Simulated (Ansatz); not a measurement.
Hf2Pd2Se2Br2O3:

```
CELL_PARAMETERS angstrom
7.58666 -1.70971 -1.17576
7.58666 1.70971 -1.17576
-2.02446 0.00000 13.05155
ATOMIC_POSITIONS crystal
Hf 0.94514 0.94514 0.06144
Hf 0.60628 0.60628 0.28309
Pd 0.17920 0.17920 0.50964
Pd 0.32286 0.32286 0.74307
Se 0.92232 0.92232 0.84566
Se 0.78991 0.78991 0.58800
Br 0.58645 0.58645 0.04520
Br 0.24604 0.24604 0.28651
O 0.59701 0.59701 0.42127
O 0.38554 0.38554 0.07302
O 0.03094 0.03094 0.22169
```

The cell was built by a generator and needn't be a form met in nature.

* Program: Ansatz 0.2.0
* Task: relaxation of cell and atoms
* Functional: PBEsol
* Potentials or basis: Ansatz PAW
* Cutoff: 420 eV (not typed: the program's choice for these potentials)
* k mesh: 6 × 6 × 2
* Occupations: fermi-dirac, width 0.05 eV
* Spin: no spin polarisation

At the start: volume 30.04 Å³/atom.

Question: How do energy, volume and symmetry change on relaxing?

Answer: It ends after 33 steps and the volume is 25.22 Å³/atom (-16.0 %); space group Cm (No. 8, to 0.05 Å).

The path:
| step | energy change (eV) | largest force (eV/Å) | volume (Å³) |
| --- | --- | --- | --- |
| 1 | 0.0000 | 0.3530 | 330.44 |
| 2 | -0.0890 | 0.5765 | 316.36 |
| 3 | -0.1338 | 0.2713 | 318.13 |
| 4 | -0.1370 | 0.3954 | 320.71 |
| 5 | -0.1538 | 0.2699 | 319.64 |
| 6 | -0.1608 | 0.1334 | 316.28 |
| 7 | -0.1654 | 0.0696 | 314.33 |
| 8 | -0.1657 | 0.0254 | 314.68 |
| 9 | -0.1664 | 0.0108 | 314.17 |
| 10 | -0.1566 | 0.0100 | 314.17 |
| 11 | -0.1583 | 0.0347 | 312.38 |
| 12 | -0.1601 | 0.0179 | 311.22 |
| 13 | -0.1618 | 0.0267 | 309.54 |
| 14 | -0.1649 | 0.0307 | 306.29 |
| 15 | -0.1676 | 0.0280 | 303.36 |
| 16 | -0.1687 | 0.0168 | 302.20 |
| 17 | -0.1711 | 0.0233 | 299.35 |
| 18 | -0.1725 | 0.0182 | 297.72 |
| 19 | -0.1736 | 0.0123 | 296.36 |
| 20 | -0.1756 | 0.0193 | 293.99 |
| 21 | -0.1773 | 0.0148 | 291.85 |
| 22 | -0.1806 | 0.0237 | 287.84 |
| 23 | -0.1812 | 0.0075 | 287.17 |
| 24 | -0.1832 | 0.0085 | 284.64 |
| 25 | -0.1850 | 0.0118 | 282.10 |
| 26 | -0.1847 | 0.0051 | 282.54 |
| 27 | -0.1741 | 0.0069 | 282.54 |
| 28 | -0.1761 | 0.0571 | 281.37 |
| 29 | -0.1821 | 0.0340 | 276.42 |
| 30 | -0.1815 | 0.0481 | 277.21 |
| 31 | -0.1815 | 0.0109 | 277.48 |
| 32 | -0.1815 | 0.0035 | 277.42 |
| 33 | -0.1776 | 0.0033 | 277.42 |

Final structure:
```cif
data_structure
_symmetry_space_group_name_H-M 'P 1'
_symmetry_Int_Tables_number 1
_cell_length_a 6.8288
_cell_length_b 6.8288
_cell_length_c 13.4012
_cell_angle_alpha 111.261
_cell_angle_beta 111.261
_cell_angle_gamma 28.601
_cell_volume 277.42
loop_
_atom_site_label
_atom_site_type_symbol
_atom_site_fract_x
_atom_site_fract_y
_atom_site_fract_z
_atom_site_occupancy
Hf1 Hf 0.93388 0.93388 0.05493 1
Hf2 Hf 0.61120 0.61120 0.29366 1
Pd1 Pd 0.16822 0.16822 0.49615 1
Pd2 Pd 0.32726 0.32726 0.73387 1
Se1 Se 0.93592 0.93592 0.85079 1
Se2 Se 0.80106 0.80106 0.58343 1
Br1 Br 0.60516 0.60516 0.06666 1
Br2 Br 0.27757 0.27757 0.31395 1
O1 O 0.56973 0.56973 0.41434 1
O2 O 0.35837 0.35837 0.05069 1
O3 O 0.02334 0.02334 0.22013 1
```

Caveat: the volume moved by over 15 % at a fixed basis, so the end points are rough; the plane-wave basis is chosen anew once the cell has moved, so the energies of steps on either side of that aren't comparable; the PAW data sets come from PBE, with cores solved anew for the run's functional, which leaves a small shift of forces and pressure.
